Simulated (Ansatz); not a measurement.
Write a Python script for Ansatz 0.2.0, Python API that makes a check of forces and pressure against finite differences of Ge (distorted cell). Level of theory (first run): r2SCAN, PAW, cutoff 650 eV, 8×8×7 k-points, Methfessel-Paxton smearing of 0.1 eV.

```
CELL_PARAMETERS angstrom
1.42031 -2.54445 0.01815
1.36844 2.51658 0.01965
0.03650 0.00078 2.66903
ATOMIC_POSITIONS crystal
Ge 0.50000 0.50000 0.00000
```

`run_fdcheck.py`
```python
import warnings

import ansatz as az
import numpy as np

XC = "r2SCAN"
OCCUPATIONS = "methfessel_paxton"
SMEARING_WIDTH = 0.1
CUTOFF_EV = 650
MESH = (8, 8, 7)
SCF_TOL = 1e-09

vectors0 = np.array([
    [1.42031, -2.54445, 0.01815],
    [1.36844, 2.51658, 0.01965],
    [0.0365, 0.00078, 2.66903],
])
sites = [
    ("Ge", (0.5, 0.5, 0.0)),
]


def crystal_on(cell):
    crystal = az.Crystal(lattice=az.Lattice.of(cell))
    for symbol, position in sites:
        crystal = crystal.atom(symbol, position)
    return crystal

warnings.simplefilter("ignore", az.DeckWarning)

def solve(crystal):
    return (
        crystal.calculation()
        .functional(XC)
        .occupations(OCCUPATIONS, width=SMEARING_WIDTH)
        .basis(CUTOFF_EV, xc_grid=2)
        .kpoints(*MESH)
        .scf(tolerance=SCF_TOL)
        .forces()
        .stress()
        .run(threads=1)
    ).report


centre = solve(crystal_on(vectors0))
start = crystal_on(vectors0)
volume = abs(np.linalg.det(vectors0))
larger, smaller = (solve(crystal_on(vectors0 * (1 + sign * 0.005) ** (1 / 3)))["lagrangian_ev"] for sign in (1, -1))
numerical = -(larger - smaller) / (0.01 * volume) * 160.21766
print(f"pressure: analytic {np.trace(centre['stress_gpa']) / 3:.3f}, numerical {numerical:.3f} GPa")
```

`python run_fdcheck.py` gives:
```text
pressure: analytic -0.605, numerical -0.603 GPa
```

Notes:
- For a metal this k-point mesh is coarse: on a finer one energies can move by several to tens of meV an atom and pressures by half a GPa or more, differences at one mesh by less.
- The program warned that this SCF threshold is loose for forces or stresses.
- Pressure is positive in compression.
- The cell is a database structure, distorted on purpose.
- The central difference errs as the square of the step, so the shorter step is the fairer test; what remains comes from the finite grid and the SCF threshold.
- The script silences the warnings on its input, which a real study should read.
- Run time: 20 s on 1 thread of Intel(R) Xeon(R) Processor @ 2.30GHz (shared host), peak memory 0.56 GiB.
